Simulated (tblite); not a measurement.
# C17H12N: the cost of one run

Programs: tblite 0.8.0 and PySCF 2.14.0, with routines of our own; each step states its level. All values are computed. Atoms count from 0.

## 1. The starting structure

30 atoms, charge 0, multiplicity 2; geometry from: force field, distance geometry or constructed start.

## 2. Optimising the geometry with GFN2-xTB

Job settings and geometry (Å):

```
{"job": {"kind": "relax", "xc": "GFN2-xTB", "basis": "xTB"}, "charge": 0, "multiplicity": 2}
C      1.165900    -1.212600     2.278800
C      1.535600    -0.421500     3.420300
C      1.296300     0.888700     3.429600
C      0.614700     1.500000     2.291500
C      0.273300     0.760200     1.211200
C     -0.498100     1.370000     0.074500
C     -1.038200     2.676700     0.157000
C     -1.778200     3.238500    -0.876200
C     -2.010300     2.497000    -2.023500
C     -1.502300     1.205200    -2.122400
C     -0.733600     0.612100    -1.094200
C     -0.190700    -0.765300    -1.203500
C     -0.290300    -1.514700    -2.394600
C      0.229200    -2.807600    -2.515900
C      0.867500    -3.376100    -1.433700
C      0.990300    -2.661500    -0.238700
C      0.464600    -1.353900    -0.091800
N      0.618100    -0.622300     1.138200
H      1.220800    -2.285400     2.347400
H      2.019700    -0.916000     4.268100
H      1.558900     1.521900     4.272300
H      0.403200     2.551200     2.410600
H     -0.908400     3.294200     1.051900
H     -2.188200     4.236100    -0.781900
H     -2.597600     2.921400    -2.836000
H     -1.736600     0.667900    -3.035600
H     -0.759900    -1.106200    -3.287700
H      0.131500    -3.351000    -3.447600
H      1.289800    -4.380000    -1.514500
H      1.542100    -3.149500     0.556300
```

Started as:

```console
> OMP_NUM_THREADS=1 python large_run.py task.json out
```

The driver reads the jobs from task.json and runs them one after another.

**Question.** How long does this run take on 1 thread of Intel Xeon Platinum 8488C, shared host?

About 2.1 s.
